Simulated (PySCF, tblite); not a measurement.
# C6H4ClO3P: infrared bands and NMR shifts

Wanted: the infrared bands and NMR shifts of C6H4ClO3P (`CC(=O)c1oc(C=O)pc1Cl`), by calculation.

Programs: tblite 0.8.0 and PySCF 2.14.0, with density-fitted response routines of our own. Each step states its level of theory. These are calculated values for one molecule in the gas phase, unless marked as measured. Atoms count from 0, in the outputs and in this text.

### Step 1. Starting geometry

15 atoms, charge 0, multiplicity 1; geometry from: GFN2-xTB.

Bonds of the start (Å): C0–C1 1.50, C1–O2 1.21, C1–C3 1.48, C3–O4 1.33, O4–C5 1.34, C5–C6 1.46, C6–O7 1.20, C5–P8 1.74, P8–C9 1.77, C9–Cl10 1.70, C9–C3 1.38, C0–H11 1.09, C0–H12 1.09, C0–H13 1.09, C6–H14 1.11.

### Step 2. Harmonic vibrations with GFN2-xTB

Job settings and geometry (Å):

```
{"job": {"kind": "ir", "xc": "GFN2-xTB", "basis": "xTB"}, "charge": 0, "multiplicity": 1}
C     -1.917270     1.411105    -0.045534
C     -1.829408    -0.083566     0.059586
O     -2.783699    -0.818230     0.135177
C     -0.442077    -0.605361     0.063686
O      0.562362     0.264648    -0.022913
C      1.763956    -0.333728    -0.008529
C      2.956104     0.495974    -0.096569
O      2.972802     1.696334    -0.183323
P      1.735775    -2.066873     0.117905
C     -0.030204    -1.924362     0.149857
Cl    -1.090307    -3.248952     0.271232
H     -2.958969     1.718653    -0.040732
H     -1.435203     1.744405    -0.962284
H     -1.389618     1.870299     0.787877
H      3.881344    -0.112354    -0.074694
```

**Question.** This job is followed by: GIAO PBE0/pcSseg-1 NMR shielding, non-relativistic, gas phase. What will the session give for the following? strongest single infrared mode (GFN2-xTB); zero-point energy (GFN2-xTB); 13C shifts against TMS (PBE0/pcSseg-1); 1H shifts against TMS (PBE0/pcSseg-1, means over atoms taken as alike); 17O shifts against H2O (PBE0/pcSseg-1); 31P shifts against H3PO4 (PBE0/pcSseg-1); 35Cl shifts against HCl (PBE0/pcSseg-1).

The runs gave:

| quantity | value |
| --- | --- |
| strongest single infrared mode (GFN2-xTB) | 1726 cm⁻¹, 624 km/mol |
| zero-point energy (GFN2-xTB) | 55.3 kcal/mol |
| 13C shifts against TMS (PBE0/pcSseg-1) | 196.9, 192.0, 182.9, 164.2, 158.7, 31.3 ppm |
| 1H shifts against TMS (PBE0/pcSseg-1, means over atoms taken as alike) | 9.98, 2.74 ppm |
| 17O shifts against H2O (PBE0/pcSseg-1) | 677.7, 674.0, 344.4 ppm |
| 31P shifts against H3PO4 (PBE0/pcSseg-1) | 219.6 ppm |
| 35Cl shifts against HCl (PBE0/pcSseg-1) | 217 ppm |

What this shows: All 39 modes are real, so the xTB geometry is a minimum. The strongest single mode, at 1726 cm⁻¹, moves mainly C6 and O7. Unscaled tight-binding wavenumbers are off by several per cent, some by more. Its intensities can rank the bands wrongly. H14 (hydrogen on an aldehyde carbonyl carbon) lies farthest downfield among hydrogen, at 9.98 ppm; deshielded by the polar, anisotropic C=O bond. At PBE0/pcSseg-1: The largest span, 1439 ppm, is at O7, where the paramagnetic term is -742 ppm. NICS(1)zz of -21 ppm above the planar ring from C3 marks a diatropic (aromatic) ring current.
